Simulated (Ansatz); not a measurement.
LaPb2 in Ansatz: convergence with k mesh

Input of the first run (k mesh 3 × 3 × 3); the others differ in this setting and in those tied to it:

input.yaml

```yaml
crystal:
  lattice:
    - [-2.066343, 2.066343, 5.63845]
    - [2.066343, -2.066343, 5.63845]
    - [2.066343, 2.066343, -5.63845]
  atoms:
    - { symbol: Pb, position: [0.6863945, 0.6863945, 0.0] }
    - { symbol: Pb, position: [0.3136055, 0.3136055, 0.0] }
    - { symbol: La, position: [0.0, 0.0, 0.0] }
hamiltonian:
  xc: pbe
  pseudopotentials: { kind: paw }
kpoints:
  mp_grid: { grid: [3, 3, 3] }
scf:
  occupations: { method: gaussian, width: 0.05 }
output:
  forces: true
  stress: true
  eigenvalues: true
```

Potentials or basis: Ansatz PAW.

Launch:

```sh
$ ansatz run input.yaml --threads 2 --pin off --max-ram 5632MiB --backend cpu --events-out ev --progress --plain --runs-dir out
```

The cell comes from a database or a generator and needn't be the stable form of this composition.

Hardware: 2 threads of Arm Neoverse V1, on a shared host.

```csv
k mesh,"energy less the tightest run, at zero smearing (meV/atom)",pressure (GPa),largest force (eV/Å),SCF cycles,CPU time (s),peak memory (GiB)
3 × 3 × 3,26.12,0.38,0.235,6,1.5,0.34
4 × 4 × 4,33.84,0.13,0.106,6,2.4,0.36
5 × 5 × 5,23.20,-0.01,0.120,6,3,0.38
7 × 7 × 7,1.79,0.10,0.096,6,5.6,0.41
8 × 8 × 8,1.46,0.05,0.087,6,7.8,0.43
10 × 10 × 10,1.11,0.09,0.074,6,13,0.48
12 × 12 × 12,0.86,0.06,0.090,6,20,0.57
15 × 15 × 15,0.00,0.08,0.083,6,37,0.74
```

Against the tightest run, the energy stays within 1 meV/atom from 12 × 12 × 12 on; the pressure stays within 0.1 GPa from 4 × 4 × 4 on. Not settled before the last step: the largest force (to 0.005 eV/Å). Meshes of other sizes hit other points, so gaps and Fermi surfaces needn't settle smoothly. The tightest run that finished is the yardstick and may itself not be fully converged.

Spin-orbit coupling is left out, which matters for the levels of La, Pb.
